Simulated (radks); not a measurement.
# Ag²⁺ inside a hard spherical wall

An exercise on one series of results from a longer session: the logs are not shown, and one member is left open.

The numbers are computed with radks (a radial shooting solver on a logarithmic mesh, Libxc functionals) version 1 (scalar-relativistic Kohn-Sham, LDA (Slater exchange, Perdew-Wang correlation), spin-polarised, spherical densities, finite nucleus; open shells are filled with parallel spins first), except any that are marked as measured or tabulated.

### Starting point

- element: silver (Z = 47)
- charge: +2
- electrons: 45
- configuration: [Kr] 4d9
- nuclear rms radius: 4.5454 fm

Outer shells as boxes (Hund's rule):

Ag²⁺
```
[Kr] core
4d [↑↓][↑↓][↑↓][↑↓][↑ ]
```

Set-up of the first run:

Input:

```text
Z 47
configuration [Kr] 4d9 5s0 5p0 4f0
relativity scalar-relativistic
functional lda,pw
spin polarised
nucleus finite rms 4.5454 fm
c 137.035999084
```

Steps of the session up to this table: The free atom; Wall at 20 bohr; Wall at 10 bohr; Wall at 7 bohr; Wall at 5 bohr; Wall at 4 bohr; Wall at 3.5 bohr; Wall at 3 bohr; Wall at 2.5 bohr.

One table of the session follows, with a row left open; its other results are not shown here.

| R (bohr) | E − E(free) (eV) | ε(4d) (eV) | ε(4f, empty) (eV) |
| --- | --- | --- | --- |
| free | 0.000 | -29.471 | -3.821 |
| 20 | 0.000 | -29.471 | -3.818 |
| 10 | 0.000 | -29.471 | -3.225 |
| 7 | 0.000 | -29.470 | -1.359 |
| 5 | ? | ? | ? |
| 4 | 0.861 | -28.700 | 8.782 |
| 3.5 | 2.867 | -27.495 | 13.748 |
| 3 | 9.664 | -24.532 | 21.704 |
| 2.5 | 34.330 | -17.029 | 35.902 |

Estimate the missing values for R (bohr) = 5.

Worked estimate for «E − E(free) (eV)». A straight line through the neighbours (7, 0.000) and (4, 0.861) gives 0.000 + (0.861 − 0.000) × (5 − 7) / (4 − 7) = 0.574; a parabola fitted to 4 rows on both sides gives 0.797.

**Answer.** E − E(free) (eV): 0.075; ε(4d) (eV): -29.368; ε(4f, empty) (eV): 3.142. In «E − E(free) (eV)» the line misses by +0.499 and the parabola by +0.722. Between these rows the values bend or scatter more than so simple an estimate can follow.

Shells are not refilled when levels cross, and a hard wall is a model, not a crystal.
